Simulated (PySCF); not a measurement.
**BeCl₂FH, a complex of two parts: interaction energy**

The task here is to estimate one member of a computed series from the others.

Programs: PySCF 2.14.0. All values are calculated, for the isolated system unless a continuum is named. Atoms count from 0, parts from 1.

## The system as given

5 atoms, charge 0, multiplicity 1; geometry: GFN2-xTB. Parts: 1 = atoms 0–2, `[Cl][Be][Cl]`, charge 0; 2 = atoms 3–4, `F`, charge 0.

The first run:

The job: settings as JSON, then the geometry in Å.

```
{"job": {"xc": "PBE0", "basis": "def2-TZVPD", "d3": "d3bj", "grid": 3, "kind": "geom", "shake": 0.01}, "charge": 0, "multiplicity": 1, "parts": [{"atoms": "0-2", "charge": 0, "multiplicity": 1}, {"atoms": "3-4", "charge": 0, "multiplicity": 1}]}
Cl    -1.293191    -0.095159     0.378768
Be     0.368314    -0.380727    -0.034457
Cl     2.034173    -0.680973    -0.445532
F     -4.159260     0.572728     1.036718
H     -3.295819     0.366379     0.829302
```

Run with:

```sh
$ OMP_NUM_THREADS=1 python cluster_run.py task.json out
```

One launch serves the whole session: the jobs run in the order shown.

Among the steps run: Optimising the geometry at PBE0-D3(BJ)/def2-TZVPD; Coupled-cluster interaction energy: CCSD(T) and MP2, 2.53 Å; Coupled-cluster interaction energy: CCSD(T) and MP2, 2.66 Å; Coupled-cluster interaction energy: CCSD(T) and MP2, 2.79 Å; Coupled-cluster interaction energy: CCSD(T) and MP2, 2.40 Å; Coupled-cluster interaction energy: CCSD(T) and MP2, 3.17 Å; Coupled-cluster interaction energy: CCSD(T) and MP2, 2.28 Å; Coupled-cluster interaction energy: CCSD(T) and MP2, 3.80 Å; Coupled-cluster interaction energy: CCSD(T) and MP2, 5.06 Å.

One table of the session follows, with a row left open; its other results are not shown here.

It belongs to the step «Coupled-cluster interaction energy: CCSD(T) and MP2, 5.06 Å». 

| method | interaction energy (kcal/mol) |
| --- | --- |
| HF/aug-cc-pVDZ | -0.193 |
| MP2/aug-cc-pVDZ | -0.178 |
| CCSD/aug-cc-pVDZ | -0.176 |
| CCSD(T)/aug-cc-pVDZ | -0.172 |
| HF/aug-cc-pVQZ | -0.188 |
| MP2/aug-cc-pVQZ | -0.173 |
| SCS-MP2/aug-cc-pVQZ | ? |
| MP2, extrapolated | -0.175 |
| CCSD(T), limit estimate | -0.169 |

Q: Estimate the row for SCS-MP2/aug-cc-pVQZ from the others.

The run gave: interaction energy (kcal/mol): -0.168. In the column «interaction energy (kcal/mol)» it is the highest.
